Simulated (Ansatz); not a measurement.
**CoSi (doublet): wave-function methods side by side, def2-TZVPP**

An exercise on one series of results from a longer session: the logs are not shown, and one member is left open.

Computed with Ansatz 0.2.0, Gaussian basis. Level: def2-TZVPP, core rule «outside noble gas», up to 14 orbitals frozen.

The runs, in order: UHF; ROHF; CCSD(T) on UHF.

### The geometry

The geometry is a PBE0/def2-TZVP stationary point (not a proven minimum) of the parent state, kept for this charge and spin.

2 atoms, charge 0, spin multiplicity 2.

Atoms are counted from 1 here; the program's logs count them from 0.

Bond lengths: Co1–Si2 2.231 Å.

The first run:

The input, in.yaml:

```yaml
crystal:
  periodic: [false, false, false]
  atoms:
    - {symbol: Co, position_ang: [0.000000, 0.000000, 0.000000]}
    - {symbol: Si, position_ang: [0.000000, 0.000000, 2.230600]}
basis:
  gaussian: {orbitals: def2-TZVPP}
magnetization: {spin_polarized: true, initial_magnetization: 1}
hamiltonian: {xc: hf}
output: {orbitals: {seedname: orbitals}}
```

The run is started by

```
$ ansatz run in.yaml --threads 1 --pin off --events-out ev --progress --plain --max-ram 4096MiB --backend cpu
```

Steps of the session up to this table: UHF; ROHF; CCSD(T) on UHF.

One of the session's tables, all rows but one given; the rest of the session is left out.

```
  method  from UCCSD(T) (meV)
    ROHF             +15241.5
     UHF             +10374.7
    UMP2              +1745.7
   UCCSD                    ?
UCCSD(T)                    0
```

Estimate the missing values for UCCSD.

As computed: from UCCSD(T) (meV): +679.8. In the column «from UCCSD(T) (meV)» it lies between UCCSD(T) (0) and UMP2 (+1745.7).

Caveats from the session: The determinant is far from a pure spin state, so its energy mixes those of several spin states (harmless only where they are near-degenerate, as at dissociation).
